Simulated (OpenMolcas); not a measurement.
# C4H14OSi2 (SMILES C[SiH](C)O[SiH](C)C), step by step

Wanted: a single-point energy (singlet C4H14OSi2, HF/ANO-RCC-MB), then the energy (singlet C4H14OSi2, CASSCF(10,10)/ANO-RCC-VDZ), then the energy (singlet C4H14OSi2, CASPT2(10,10)/ANO-RCC-VDZ), then a single-point energy (doublet [C4H14OSi2]+, CASPT2(9,10)/ANO-RCC-VDZ) of C4H14OSi2. 

Program for the calculation: OpenMolcas 26.06.

**1. The molecule**

C4H14OSi2: 21 atoms, total charge 0, spin state singlet. SMILES: `C[SiH](C)O[SiH](C)C`. Geometry: relaxed at GFN2-xTB. This is one conformer, not always the lowest.

Some bond lengths: C1–Si2 1.901 Å, Si2–C3 1.900 Å, Si2–O4 1.628 Å, O4–Si5 1.627 Å, Si5–C6 1.900 Å, Si5–C7 1.901 Å, C1–H8 1.086 Å, C1–H9 1.086 Å, C1–H10 1.087 Å, Si2–H11 1.467 Å, C3–H12 1.085 Å, C3–H13 1.087 Å, C3–H14 1.086 Å, Si5–H15 1.467 Å, C6–H16 1.086 Å, C6–H17 1.085 Å. Some angles: C1–Si2–C3 110.5°, C1–Si2–O4 109.5°, C3–Si2–O4 109.2°, Si2–O4–Si5 157.8°, O4–Si5–C6 108.5°, O4–Si5–C7 109.9°, C6–Si5–C7 110.5°, C1–Si2–H11 112.1°, C3–Si2–H11 112.2°, O4–Si2–H11 103.2°.

**2. The energy at HF/ANO-RCC-MB (DKH2) (run 1)**

Contents of step1.input:

```
* C4H14OSi2 Hartree-Fock
>>> EXPORT MOLCAS_PRINT=2
&GATEWAY
Coord
21
angstrom
C       -0.615900      -1.179600       2.113100
Si      -0.978050       0.525020       1.353940
C       -2.643770       0.505770       0.439810
O        0.204490       0.913560       0.304860
Si       1.154080       0.786450      -1.010750
C        2.823580       0.051770      -0.480460
C        0.319050      -0.324300      -2.307740
H       -1.339140      -1.434010       2.881580
H        0.369330      -1.200220       2.569770
H       -0.644170      -1.965870       1.363050
H       -0.906320       1.598680       2.350510
H       -3.473790       0.370120       1.125830
H       -2.688900      -0.296840      -0.291810
H       -2.804350       1.439360      -0.090820
H        1.283050       2.169390      -1.483720
H        3.268410       0.634720       0.320000
H        3.527170       0.037000      -1.306800
H        2.717320      -0.968040      -0.120650
H        0.204760      -1.342800      -1.945980
H        0.894010      -0.366440      -3.227180
H       -0.670860       0.046270      -2.556530
Basis
ANO-RCC-MB
Group
NoSym
&SEWARD
&SCF
PrOrbitals
1 1
```

Started as:

```
$ export MOLCAS_MEM=1860
$ pymolcas step1.input > step1.log
```

The program printed:

```text
--- Start Module: gateway ---
[...]
--- Stop Module: gateway /rc=_RC_ALL_IS_WELL_ ---
--- Start Module: seward ---
[...]
      Basis functions           57
--- Stop Module: seward /rc=_RC_ALL_IS_WELL_ ---
[...]
--- Start Module: scf ---
[...]
       Convergence after   9 Iterations
[...]
::    Total SCF energy                               -813.3843678123
[...]
      Total spin, S                                     0.0000000000
[...]
      Total electronic charge=   74.000000
      Total            charge=   -0.000000
[...]
      Dipole Moment (debye):
      Origin of the operator (angstrom)=    0.0487    0.2884    0.0838
                   X= -2.6173E-01               Y= -1.0587E+00               Z= -3.5788E-01           Total=  1.1478E+00
      Quadrupole Moment (debye*angstrom):
[...]
--- Stop Module: scf /rc=_RC_ALL_IS_WELL_ ---
[...]
```

It took 13 s on 1 thread of Arm Neoverse V1, shared host; peak memory 0.41 GiB.

**3. A single-point energy at CASSCF(10,10)/ANO-RCC-VDZ (DKH2, RICD fitting) (run 2)**

Contents of step2.inp:

```
&GATEWAY
  Coord
  21
  angstrom
  C       -0.615900      -1.179600       2.113100
  Si      -0.978050       0.525020       1.353940
  C       -2.643770       0.505770       0.439810
  O        0.204490       0.913560       0.304860
  Si       1.154080       0.786450      -1.010750
  C        2.823580       0.051770      -0.480460
  C        0.319050      -0.324300      -2.307740
  H       -1.339140      -1.434010       2.881580
  H        0.369330      -1.200220       2.569770
  H       -0.644170      -1.965870       1.363050
  H       -0.906320       1.598680       2.350510
  H       -3.473790       0.370120       1.125830
  H       -2.688900      -0.296840      -0.291810
  H       -2.804350       1.439360      -0.090820
  H        1.283050       2.169390      -1.483720
  H        3.268410       0.634720       0.320000
  H        3.527170       0.037000      -1.306800
  H        2.717320      -0.968040      -0.120650
  H        0.204760      -1.342800      -1.945980
  H        0.894010      -0.366440      -3.227180
  H       -0.670860       0.046270      -2.556530
  Basis=ANO-RCC-MB
  Group=NoSym

&SEWARD

&RASSCF
  FileOrb=$CurrDir/step1.ScfOrb
  Spin=1
  Nactel=10 0 0
  Inactive=32
  Ras2=10
  OrbListing=Nothing
>>> COPY $Project.RunFile RUNFIL1
>>> COPY $Project.RasOrb INPORB

&GATEWAY
  Coord
  21
  angstrom
  C       -0.615900      -1.179600       2.113100
  Si      -0.978050       0.525020       1.353940
  C       -2.643770       0.505770       0.439810
  O        0.204490       0.913560       0.304860
  Si       1.154080       0.786450      -1.010750
  C        2.823580       0.051770      -0.480460
  C        0.319050      -0.324300      -2.307740
  H       -1.339140      -1.434010       2.881580
  H        0.369330      -1.200220       2.569770
  H       -0.644170      -1.965870       1.363050
  H       -0.906320       1.598680       2.350510
  H       -3.473790       0.370120       1.125830
  H       -2.688900      -0.296840      -0.291810
  H       -2.804350       1.439360      -0.090820
  H        1.283050       2.169390      -1.483720
  H        3.268410       0.634720       0.320000
  H        3.527170       0.037000      -1.306800
  H        2.717320      -0.968040      -0.120650
  H        0.204760      -1.342800      -1.945980
  H        0.894010      -0.366440      -3.227180
  H       -0.670860       0.046270      -2.556530
  Basis=ANO-RCC-VDZ
  Group=NoSym
  RICD

&SEWARD
>>> COPY $Project.RunFile RUNFIL2

&EXPBAS

&RASSCF
  FileOrb=$Project.ExpOrb
  Spin=1
  Nactel=10 0 0
  Inactive=32
  Ras2=10
  OrbListing=Nothing
  OrbAppear=Compact
```

Started as:

```
$ export MOLCAS_MEM=1860
$ pymolcas step2.inp > step2.log
```

The program printed:

```text
--- Start Module: gateway ---
[...]
--- Stop Module: gateway /rc=_RC_ALL_IS_WELL_ ---
[...]
      Basis functions           57
[...]
      Number of active orbitals                 10
[...]
      Spin quantum number                      0.0
[...]
      Active orbitals                           10
[...]
      Number of CSFs                         19404
[...]
      Number of root(s) required                 1
[...]
      Convergence after 20 iterations
[...]
      printout of CI-coefficients larger than  0.05 for root  1
      energy=    -813.444847
      conf/sym  1111111111     Coeff  Weight
             1  2222200000  -0.97611 0.95278
            69  22u2d00u0d   0.05100 0.00260
      Natural orbitals and occupation numbers for root  1
      sym 1:   1.980134   1.987902   1.977695   1.983329   1.974658   0.014632   0.025033   0.016770   0.023420   0.016427
      ************************************************************************************************************************
      *                                                    Final results                                                     *
[...]
::    RASSCF root number  1 Total energy:   -813.44484742
[...]
      Basis functions           99
[...]
--- Start Module: expbas ---
[...]
--- Stop Module: expbas /rc=_RC_ALL_IS_WELL_ ---
--- Start Module: rasscf ---
[...]
      Convergence after 23 iterations
[...]
      Natural orbitals and occupation numbers for root  1
      sym 1:   1.984076   1.989205   1.980953   1.985032   1.980356   0.010004   0.022220   0.014308   0.020558   0.013288
      ************************************************************************************************************************
      *                                                    Final results                                                     *
[...]
::    RASSCF root number  1 Total energy:   -813.76509007
[...]
      Total electronic charge=   74.000000
      Total            charge=   -0.000000
[...]
      Dipole Moment (debye):
      Origin of the operator (angstrom)=    0.0487    0.2884    0.0838
                   X= -3.4431E-01               Y= -1.5190E+00               Z= -6.0290E-01           Total=  1.6702E+00
      Quadrupole Moment (debye*angstrom):
[...]
--- Stop Module: rasscf /rc=_RC_ALL_IS_WELL_ ---
[...]
```

It took 34 s on 1 thread of Arm Neoverse V1, shared host; peak memory 0.41 GiB.

Run 3 isn't shown in full; the table further down has it.

**4. The doublet cation: the energy at CASPT2(9,10)/ANO-RCC-VDZ (DKH2, RICD fitting, ipea shift 0.25 Eh, pt2 variant SS) (run 4)**

Contents of step4.inp:

```
* C4H14OSi2 CASPT2

&GATEWAY
 COORD
 21
 angstrom
 C       -0.615900      -1.179600       2.113100
 Si      -0.978050       0.525020       1.353940
 C       -2.643770       0.505770       0.439810
 O        0.204490       0.913560       0.304860
 Si       1.154080       0.786450      -1.010750
 C        2.823580       0.051770      -0.480460
 C        0.319050      -0.324300      -2.307740
 H       -1.339140      -1.434010       2.881580
 H        0.369330      -1.200220       2.569770
 H       -0.644170      -1.965870       1.363050
 H       -0.906320       1.598680       2.350510
 H       -3.473790       0.370120       1.125830
 H       -2.688900      -0.296840      -0.291810
 H       -2.804350       1.439360      -0.090820
 H        1.283050       2.169390      -1.483720
 H        3.268410       0.634720       0.320000
 H        3.527170       0.037000      -1.306800
 H        2.717320      -0.968040      -0.120650
 H        0.204760      -1.342800      -1.945980
 H        0.894010      -0.366440      -3.227180
 H       -0.670860       0.046270      -2.556530
 BASIS=ANO-RCC-VDZ
 GROUP=NoSym
 RICD

&SEWARD

&RASSCF
 FILEORB=$CurrDir/step2.RasOrb
 SPIN=2
 NACTEL=9 0 0
 INACTIVE=32
 RAS2=10
 ORBLISTING=Nothing
 ORBAPPEAR=Compact

&CASPT2
 IMAGINARY=0.2
```

Started as:

```
$ export MOLCAS_MEM=1860
$ pymolcas step4.inp > step4.log
```

The program printed:

```text
--- Start Module: gateway ---
[...]
--- Stop Module: gateway /rc=_RC_ALL_IS_WELL_ ---
[...]
      Basis functions           99
[...]
--- Start Module: rasscf ---
[...]
      Number of active orbitals                 10
[...]
      Spin quantum number                      0.5
[...]
      Active orbitals                           10
[...]
      Number of CSFs                         27720
[...]
      Number of root(s) required                 1
[...]
      Convergence after 39 iterations
[...]
      printout of CI-coefficients larger than  0.05 for root  1
      energy=    -813.410201
      conf/sym  1111111111     Coeff  Weight
             1  2222u00000  -0.97243 0.94563
            24  2u22d000u0   0.06806 0.00463
      Natural orbitals and occupation numbers for root  1
      sym 1:   1.980322   1.970084   1.974526   1.981269   1.002391   0.005001   0.023289   0.017602   0.024379   0.021139
      ************************************************************************************************************************
      *                                                    Final results                                                     *
[...]
::    RASSCF root number  1 Total energy:   -813.41020098
[...]
      Total electronic charge=   73.000000
      Total            charge=    1.000000
[...]
      Dipole Moment (debye):
      Origin of the operator (angstrom)=    0.0487    0.2884    0.0838
                   X= -1.2516E-01               Y= -7.3211E-01               Z= -1.4147E-01           Total=  7.5608E-01
      Center of Charge (angstrom)
[...]
--- Stop Module: rasscf /rc=_RC_ALL_IS_WELL_ ---
[...]
--- Start Module: caspt2 ---
[...]
      E2 (Variational):          -0.5266380468
      Total energy:            -813.9368390270
[...]
      Reference weight:           0.83060
[...]
::    CASPT2 Root  1     Total energy:   -813.93683903
[...]
--- Stop Module: caspt2 /rc=_RC_ALL_IS_WELL_ ---
[...]
```

Wall time 40 s (1 thread of Arm Neoverse V1, shared host); peak memory 0.083 GiB.

**5. The series**

```
run                                                                               level  integral approximation      active rule  partner  energy (Eh)  dipole moment (D) of the reference  wall time
  1                                                                HF/ANO-RCC-MB (DKH2)                    none                –     base  -813.384368                                1.15       13 s
  2                                      CASSCF(10,10)/ANO-RCC-VDZ (DKH2, RICD fitting)                    RICD  frontier window     base  -813.765090                                1.67       34 s
  3  CASPT2(10,10)/ANO-RCC-VDZ (DKH2, RICD fitting, ipea shift 0.25 Eh, pt2 variant SS)                    RICD  frontier window     base  -814.298629                                1.67       23 s
  4   CASPT2(9,10)/ANO-RCC-VDZ (DKH2, RICD fitting, ipea shift 0.25 Eh, pt2 variant SS)                    RICD  frontier window   cation  -813.936839                                   –       40 s
```

**6. Summary of results**

| quantity | value |
| --- | --- |
| doublet cation: total energy | -813.93684 Eh |
| vertical ionisation energy (to the doublet cation) | 9.845 eV |

The vertical ionisation energy comes to 9.84 eV (950 kJ/mol). In run 1 the basis is minimal, so the values are rough. All runs together took 1.8 min, the longest 40 s.
